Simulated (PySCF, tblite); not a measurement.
# C₄H₇Cl₃Si₂: geometry, infrared bands and NMR shifts

Aim: predict the infrared bands and NMR shifts of C₄H₇Cl₃Si₂ (`CC#C[Si@H]([SiH2]Cl)C(Cl)Cl`).

Computed with tblite 0.8.0 and PySCF 2.14.0, with density-fitted response routines of our own, on a single molecule in the gas phase. Atoms count from 0, in the outputs and in this text.

**1. The starting structure**

16 atoms, charge 0, multiplicity 1; geometry from: force field or distance geometry start.

Bonds of the start (Å): C0–C1 1.48, C1–C2 1.19, C2–Si3 1.85, Si3–Si4 2.21, Si4–Cl5 2.11, Si3–C6 1.87, C6–Cl7 1.77, C6–Cl8 1.78, C0–H9 1.10, C0–H10 1.12, C0–H11 1.10, Si3–H12 1.47, Si4–H13 1.46, Si4–H14 1.49, C6–H15 1.11.

**2. Relaxing the molecule with GFN2-xTB**

Job settings and geometry (Å):

```
{"job": {"kind": "relax", "xc": "GFN2-xTB", "basis": "xTB"}, "charge": 0, "multiplicity": 1}
C      3.482200    -0.803600     0.386400
C      2.048800    -0.500200     0.154500
C      0.891700    -0.281100    -0.028600
Si    -0.893500     0.063300    -0.366100
Si    -1.414400     2.118000     0.260400
Cl    -3.477800     2.373800    -0.098300
C     -1.922700    -1.254500     0.471100
Cl    -2.663400    -0.625200     1.956100
Cl    -3.244000    -1.675600    -0.637000
H      3.559300    -1.829600     0.770600
H      4.062800    -0.778800    -0.571000
H      3.953700    -0.060200     1.052200
H     -1.196300    -0.061300    -1.796600
H     -1.118600     2.421300     1.658700
H     -0.733400     3.070300    -0.661800
H     -1.342000    -2.167400     0.705600
```

Run with:

```console
$ OMP_NUM_THREADS=1 python probes_run.py task.json out
```

This one command runs all jobs of the session in turn.

Log:

```text
step      E/eV     max force
  0    -794.54102    3.027
  1    -794.57802    5.333
  2    -794.76256    0.784
  3    -794.79568    0.537
  4    -794.82162    0.526
  5    -794.84106    0.395
  6    -794.86236    0.393
  7    -794.87599    0.420
  8    -794.88788    0.300
  9    -794.89778    0.295
 10    -794.90766    0.290
 11    -794.91640    0.270
 12    -794.92163    0.222
 13    -794.92437    0.136
 14    -794.92608    0.101
 15    -794.92737    0.090
 16    -794.92872    0.092
 17    -794.93019    0.098
 18    -794.93161    0.102
 19    -794.93273    0.100
 20    -794.93354    0.111
 21    -794.93432    0.100
 22    -794.93524    0.123
 23    -794.93616    0.112
 24    -794.93686    0.067
 25    -794.93737    0.056
 26    -794.93786    0.056
 27    -794.93846    0.083
 28    -794.93914    0.077
 29    -794.93979    0.053
 30    -794.94044    0.062
 31    -794.94121    0.080
 32    -794.94209    0.099
 33    -794.94283    0.075
 34    -794.94330    0.046
 35    -794.94364    0.054
 36    -794.94407    0.071
 37    -794.94478    0.094
 38    -794.94588    0.109
 39    -794.94727    0.107
 40    -794.94861    0.098
 41    -794.94981    0.108
 42    -794.95109    0.113
 43    -794.95250    0.104
 44    -794.95385    0.094
 45    -794.95500    0.081
 46    -794.95595    0.085
 47    -794.95686    0.094
 48    -794.95779    0.117
 49    -794.95934    0.111
 50    -794.96219    0.103
 51    -794.96352    0.084
 52    -794.96441    0.094
 53    -794.96496    0.112
 54    -794.96621    0.125
 55    -794.96758    0.101
 56    -794.96874    0.060
 57    -794.96917    0.049
 58    -794.96961    0.060
 59    -794.97011    0.074
 60    -794.97066    0.072
 61    -794.97109    0.051
 62    -794.97142    0.048
 63    -794.97174    0.058
 64    -794.97210    0.070
 65    -794.97247    0.066
 66    -794.97283    0.048
 67    -794.97318    0.038
 68    -794.97349    0.045
 69    -794.97373    0.040
 70    -794.97392    0.042
 71    -794.97404    0.038
 72    -794.97417    0.032
 73    -794.97432    0.036
 74    -794.97452    0.052
 75    -794.97478    0.072
 76    -794.97509    0.073
 77    -794.97540    0.060
 78    -794.97566    0.049
 79    -794.97581    0.030
 80    -794.97596    0.029
 81    -794.97613    0.034
 82    -794.97635    0.043
 83    -794.97657    0.037
 84    -794.97674    0.037
 85    -794.97688    0.033
 86    -794.97701    0.035
 87    -794.97711    0.023
 88    -794.97717    0.014
 89    -794.97722    0.016
 90    -794.97728    0.025
 91    -794.97735    0.025
 92    -794.97742    0.023
 93    -794.97749    0.027
 94    -794.97756    0.025
 95    -794.97767    0.038
 96    -794.97777    0.036
 97    -794.97782    0.019
 98    -794.97784    0.011
 99    -794.97786    0.015
100    -794.97788    0.020
101    -794.97792    0.022
102    -794.97796    0.017
103    -794.97797    0.007
```

It took 1.3 s on 1 thread of Arm Neoverse V1, shared host.

The steps of the relaxation: (not every step is listed)

| step | energy from step 0 (eV) | largest force (eV/Å) |
| --- | --- | --- |
| 0 | 0.0000 | 3.0270 |
| 1 | -0.0370 | 5.3327 |
| 2 | -0.2215 | 0.7839 |
| 3 | -0.2547 | 0.5372 |
| 4 | -0.2806 | 0.5263 |
| 5 | -0.3000 | 0.3946 |
| 6 | -0.3213 | 0.3930 |
| 7 | -0.3350 | 0.4199 |
| 8 | -0.3469 | 0.3001 |
| 17 | -0.3892 | 0.0985 |
| 26 | -0.3968 | 0.0557 |
| 35 | -0.4026 | 0.0544 |
| 44 | -0.4128 | 0.0943 |
| 53 | -0.4239 | 0.1120 |
| 62 | -0.4304 | 0.0481 |
| 71 | -0.4330 | 0.0381 |
| 80 | -0.4349 | 0.0295 |
| 89 | -0.4362 | 0.0156 |
| 98 | -0.4368 | 0.0114 |
| 99 | -0.4368 | 0.0150 |
| 100 | -0.4369 | 0.0202 |
| 101 | -0.4369 | 0.0218 |
| 102 | -0.4369 | 0.0173 |
| 103 | -0.4370 | 0.0075 |

Close pairs (by a distance rule), those that changed most:

| bond | before (Å) | after (Å) | change (Å) |
| --- | --- | --- | --- |
| Si3–Si4 | 2.210 | 2.323 | +0.113 |
| Si4–Cl5 | 2.110 | 2.018 | -0.092 |
| Si3–C6 | 1.870 | 1.941 | +0.071 |
| C0–C1 | 1.483 | 1.443 | -0.040 |
| C0–H10 | 1.120 | 1.090 | -0.030 |
| Si4–H14 | 1.490 | 1.466 | -0.025 |
| C6–H15 | 1.107 | 1.089 | -0.019 |
| C1–C2 | 1.192 | 1.207 | +0.015 |

The next job starts from the end point, and lists it.

**3. Infrared spectrum with GFN2-xTB**

Job settings and geometry (Å):

```
{"job": {"kind": "ir", "xc": "GFN2-xTB", "basis": "xTB"}, "charge": 0, "multiplicity": 1}
C      3.402732    -0.786423     0.482060
C      2.031205    -0.509918     0.129334
C      0.883077    -0.288073    -0.170055
Si    -0.877457     0.072112    -0.578677
Si    -1.525646     2.177082     0.160122
Cl    -3.461937     2.575245    -0.245946
C     -1.836505    -1.307802     0.392525
Cl    -1.649244    -1.058264     2.142688
Cl    -3.563212    -1.253306    -0.034787
H      3.474660    -1.769424     0.946407
H      4.027690    -0.768333    -0.410325
H      3.764053    -0.036253     1.184714
H     -1.108728    -0.287452    -1.987537
H     -1.337849     2.379897     1.596516
H     -0.733724     3.191733    -0.540666
H     -1.496713    -2.321877     0.189700
```

Log:

```text
mode    cm-1     km/mol
  1     -18.4      0.01
  2      -7.0      0.12
  3      29.3      0.44
  4      43.9      0.08
  5      49.4      0.11
  6      76.4      0.66
  7     115.2      3.40
  8     134.8      1.68
  9     189.6      9.85
 10     195.4     11.55
 11     246.8     29.05
 12     294.3      5.15
 13     318.9      2.40
 14     326.9      6.27
 15     399.0     10.23
 16     424.9     16.85
 17     515.8     89.37
 18     556.6     57.75
 19     561.9     31.51
 20     577.6     11.01
 21     615.7    503.40
 22     636.1     86.72
 23     686.8    113.15
 24     698.6    138.73
 25     767.7     44.51
 26     794.0    183.47
 27    1011.1      5.50
 28    1012.0      5.82
 29    1108.3      1.62
 30    1115.7     10.80
 31    1167.9     40.69
 32    1379.0      4.96
 33    1441.1      8.91
 34    1442.2      7.94
 35    2168.4    195.22
 36    2215.7    346.33
 37    2248.4    136.11
 38    2308.8    302.69
 39    2953.7      2.91
 40    3008.5     11.79
 41    3009.0     10.98
 42    3014.4     15.15
```

Run time: 1.1 s. Hardware: 1 thread of Arm Neoverse V1, shared host.

The strongest bands and the atoms that carry them (share of the mass-weighted mode):

| cm⁻¹ | km/mol | atoms |
| --- | --- | --- |
| 616 | 503.4 | H12 31 %, Si3 30 %, H14 17 % |
| 687 | 113.2 | C6 31 %, H12 28 %, H14 14 % |
| 699 | 138.7 | H13 25 %, H14 25 %, H12 21 %, C6 13 % |
| 794 | 183.5 | H14 47 %, H13 47 % |
| 2168 | 195.2 | H12 96 % |
| 2216 | 346.3 | H14 83 %, H13 12 % |
| 2248 | 136.1 | H13 84 %, H14 13 % |
| 2309 | 302.7 | C1 53 %, C2 46 % |

**4. Shielding tensors: PBE0/pcSseg-1**

Settings changed since step 3:

```diff
@@ -1,2 +1,2 @@
-{"job": {"kind": "ir", "xc": "GFN2-xTB", "basis": "xTB"}, "charge": 0, "multiplicity": 1}
+{"job": {"kind": "nmr", "xc": "PBE0", "basis": "pcSseg-1"}, "charge": 0, "multiplicity": 1}
 C      3.402732    -0.786423     0.482060
```

With the program's defaults for keys left out, this is: GIAO PBE0/pcSseg-1 NMR shielding, non-relativistic, gas phase.

Log:

```text
coarse grid: 16808 points
cycle   1  E = -2115.1100902169  dE =  9.196e-01  |g| = 5.143e-01  |ddm| = 4.023e+00
cycle   2  E = -2115.0695156466  dE =  4.057e-02  |g| = 6.597e-01  |ddm| = 1.433e+00
cycle   3  E = -2115.1798175337  dE = -1.103e-01  |g| = 9.713e-02  |ddm| = 8.017e-01
cycle   4  E = -2115.1818407764  dE = -2.023e-03  |g| = 3.962e-02  |ddm| = 1.200e-01
cycle   5  E = -2115.1822279027  dE = -3.871e-04  |g| = 8.222e-03  |ddm| = 4.677e-02
cycle   6  E = -2115.1822386341  dE = -1.073e-05  |g| = 5.273e-03  |ddm| = 1.197e-02
cycle   7  E = -2115.1822448592  dE = -6.225e-06  |g| = 1.885e-03  |ddm| = 5.035e-03
final grid: 141528 points
cycle   8  E = -2115.2326186944  dE = -3.421e-05  |g| = 7.971e-03  |ddm| = 4.307e-02
cycle   9  E = -2115.2325961295  dE =  2.256e-05  |g| = 1.191e-02  |ddm| = 1.568e-02
cycle  10  E = -2115.2326297440  dE = -3.361e-05  |g| = 3.240e-03  |ddm| = 1.029e-02
cycle  11  E = -2115.2326321773  dE = -2.433e-06  |g| = 7.119e-04  |ddm| = 2.835e-03
cycle  12  E = -2115.2326322920  dE = -1.147e-07  |g| = 1.849e-04  |ddm| = 7.611e-04
cycle  13  E = -2115.2326323005  dE = -8.562e-09  |g| = 2.783e-05  |ddm| = 2.017e-04
cycle  14  E = -2115.2326323007  dE = -1.937e-10  |g| = 7.599e-06  |ddm| = 4.163e-05
converged SCF energy = -2115.2326323007

GIAO shielding tensors (ppm)
atom      isotropic    diamagn.    paramagn.     s11        s22        s33       span
  0 C      180.889     252.047     -71.159    171.998    172.222    198.446     26.447
  1 C       67.524     275.367    -207.843    -29.329    -26.457    258.359    287.688
  2 C      107.764     259.277    -151.513     20.703     31.839    270.749    250.046
  3 Si     408.704     880.761    -472.057    374.314    413.819    437.977     63.663
  4 Si     389.391     876.481    -487.090    340.120    363.516    464.538    124.418
  5 Cl    1053.456    1146.251     -92.794    983.090   1081.821   1095.457    112.367
  6 C      111.416     251.217    -139.801     68.128    129.577    136.543     68.415
  7 Cl     722.751    1147.146    -424.394    448.960    719.326    999.968    551.009
  8 Cl     723.910    1145.175    -421.265    433.057    736.029   1002.642    569.585
  9 H       29.602      28.066       1.536     24.270     28.243     36.292     12.021
 10 H       29.648      27.073       2.575     24.478     27.693     36.775     12.297
 11 H       29.646      28.655       0.991     24.456     28.172     36.309     11.854
 12 H       26.879      28.731      -1.852     23.361     25.437     31.840      8.479
 13 H       26.114      27.764      -1.650     22.617     25.250     30.473      7.856
 14 H       26.528      27.833      -1.305     21.741     25.824     32.020     10.279
 15 H       25.871      29.975      -4.104     20.987     26.142     30.483      9.496
```

Run time: 51 s. Hardware: 1 thread of Arm Neoverse V1, shared host; peak memory 1.1 GiB.

Shifts follow as δ = σ(reference) − σ, with reference shieldings (ppm) from runs at the same level and on the same kind of geometry: ¹H TMS 31.72, ¹³C TMS 186.9, ²⁹Si TMS 349.2, ³⁵Cl HCl 950. The references are single molecules in the gas phase. Atoms listed in one row are averaged.

| atoms | environment | σ (ppm) | δ (ppm) | δ scaled to CDCl3 |
| --- | --- | --- | --- | --- |
| C1 | alkyne carbon | 67.5 | 119.4 | 114.6 |
| C2 | alkyne carbon | 107.8 | 79.2 | 75.3 |
| C6 | sp3 CH bonded to 2 Cl and Si | 111.4 | 75.5 | 71.8 |
| C0 | propargylic methyl carbon | 180.9 | 6.0 | 4.0 |
| H15 | hydrogen on an sp3 CH bonded to 2 Cl and Si | 25.87 | 5.85 | 5.62 |
| H13 | hydrogen on a silicon bonded to Cl, Si | 26.11 | 5.60 | – |
| H14 | hydrogen on a silicon bonded to Cl, Si | 26.53 | 5.19 | – |
| H12 | hydrogen on a silicon bonded to 2 C, Si | 26.88 | 4.84 | – |
| H9, H10, H11 | hydrogen on a propargylic methyl carbon | 29.63 | 2.08 | 2.07 |
| Si4 | silicon bonded to Cl, Si, 2 H | 389.4 | -40.2 | – |
| Si3 | silicon bonded to 2 C, Si, H | 408.7 | -59.5 | – |
| Cl7 | chlorine bonded to C | 723 | 227 | – |
| Cl8 | chlorine bonded to C | 724 | 226 | – |
| Cl5 | chlorine bonded to Si | 1053 | -104 | – |

The scaled column applies a straight-line fit of computed shieldings to shifts measured in CDCl3, with any fitted terms for Cl, Br or S neighbours (root-mean-square error 0.16 ppm for H, 1.9 ppm for C).

The run also stored atomic charges by several schemes (e):

| atoms | Mulliken | IAO | Hirshfeld | ESP fit |
| --- | --- | --- | --- | --- |
| C0 | -0.16 | -0.44 | -0.09 | -0.58 |
| C1 | -0.16 | 0.02 | -0.01 | 0.28 |
| C2 | -0.39 | -0.39 | -0.19 | -0.48 |
| Si3 | 0.55 | 0.63 | 0.26 | 0.51 |
| Si4 | 0.45 | 0.53 | 0.25 | 0.14 |
| Cl5 | -0.30 | -0.30 | -0.12 | -0.14 |
| C6 | -0.46 | -0.36 | -0.06 | -0.60 |
| Cl7 | -0.07 | -0.07 | -0.05 | 0.00 |
| Cl8 | -0.07 | -0.07 | -0.05 | -0.01 |

Mayer bond orders: C0–C1 1.19, C1–C2 2.56, C2–Si3 0.97, Si3–Si4 0.89, Si4–Cl5 0.97, Si3–C6 0.74, C6–Cl7 0.98, C6–Cl8 0.99.

**5. What came out**

| quantity | value |
| --- | --- |
| strongest single infrared mode (GFN2-xTB) | 616 cm⁻¹, 503 km/mol |
| zero-point energy (GFN2-xTB) | 57.0 kcal/mol |
| ¹³C shifts against TMS (PBE0/pcSseg-1) | 119.4, 79.2, 75.5, 6.0 ppm |
| ¹H shifts against TMS (PBE0/pcSseg-1, means over atoms taken as alike) | 5.85, 5.60, 5.19, 4.84, 2.08 ppm |
| ²⁹Si shifts against TMS (PBE0/pcSseg-1) | -40.2, -59.5 ppm |
| ³⁵Cl shifts against HCl (PBE0/pcSseg-1) | 227, 226, -104 ppm |

What this shows: The optimisation took 103 steps and gained 0.437 eV; among the close pairs (by a distance rule), Si3–Si4 changed most, from 2.210 to 2.323 Å. The lowest mode is slightly imaginary (18i cm⁻¹), a soft motion within the noise of the Hessian, so the minimum is not strictly shown. The strongest single mode, at 616 cm⁻¹, is carried by H12, Si3, H14. Unscaled tight-binding wavenumbers are off by several per cent, some by more. Its intensities can rank the bands wrongly. C6 stands next to heavy halogen, whose spin-orbit shielding this run leaves out, so the computed shift lies too far downfield, most of all for carbon beside Br or I. H15 (hydrogen on an sp3 CH bonded to 2 Cl and Si) lies farthest downfield among hydrogen, at 5.85 ppm; its carbon carries Cl, which withdraws density.
